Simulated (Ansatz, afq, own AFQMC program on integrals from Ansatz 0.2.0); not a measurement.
**Cu+ (singlet): quantum Monte Carlo beside coupled cluster, def2-SVP**

The task here is to estimate one member of a computed series from the others.

Computed with Ansatz 0.2.0, Gaussian basis, and an in-house AFQMC program (afq) on its integrals; all values are calculated. Level: def2-SVP, frozen cores.

Plan: Full CI; PBE (unrestricted); r2SCAN (unrestricted); PBE0 (unrestricted); B3LYP (unrestricted); wB97M-V (unrestricted); B2PLYP (unrestricted); CCSD(T) on RHF; Full CI; CCSDT(Q) on RHF; CCSDTQ on RHF; CCSD(T) on RHF; CCSD(T) on RHF; PBE (unrestricted); r2SCAN (unrestricted); PBE0 (unrestricted); B3LYP (unrestricted); wB97M-V (unrestricted); B2PLYP (unrestricted); Phaseless AFQMC, CISD trial on RHF; Free-projection AFQMC, CISD trial on RHF; UHF.

1 further run of the same task is left out (it didn't finish).

## The atom

A free atom, in its lowest state of this spin that the program finds.

1 atom, charge 1, spin multiplicity 1.

The first run:

File in.yaml:

```yaml
crystal:
  periodic: [false, false, false]
  atoms:
    - {symbol: Cu, position_ang: [0.000000, 0.000000, 0.000000]}
basis:
  gaussian: {orbitals: def2-SVP}
total_charge: 1
correlation: {method: fci, electrons: outside_noble_gas}
```

The run is started by

```bash
$ ansatz run in.yaml --threads 1 --pin off --events-out ev --progress --plain --max-ram 24576MiB --backend cuda --devices 0, --max-vram 18GiB
```

Among the steps run: Full CI; PBE (unrestricted); r2SCAN (unrestricted); PBE0 (unrestricted); B3LYP (unrestricted); wB97M-V (unrestricted); B2PLYP (unrestricted); CCSD(T) on RHF; CCSDT(Q) on RHF; CCSDTQ on RHF; Phaseless AFQMC, CISD trial on RHF; Free-projection AFQMC, CISD trial on RHF (settings varied); UHF.

One of the session's tables, all rows but one given; the rest of the session is left out.

It belongs to the step «AFQMC on the ladder». On the RHF determinant, counted from full CI (exact for this spin and basis):

```
                                                level  from full CI (meV)
                                                   HF             +6693.6
                                                  MP2              -629.6
                                                 CCSD              +205.1
                                              CCSD(T)                   ?
                                             CCSDT(Q)               +14.1
                                               CCSDTQ                -3.6
                                              full CI                 0.0
Phaseless AFQMC, CISD trial, step 0.005, 4000 walkers               -11.4
```

Q: Estimate the row for CCSD(T) from the others.

**Answer.** from full CI (meV): -54.6. In the column «from full CI (meV)» it lies between MP2 (-629.6) and Phaseless AFQMC, CISD trial, step 0.005, 4000 walkers (-11.4).
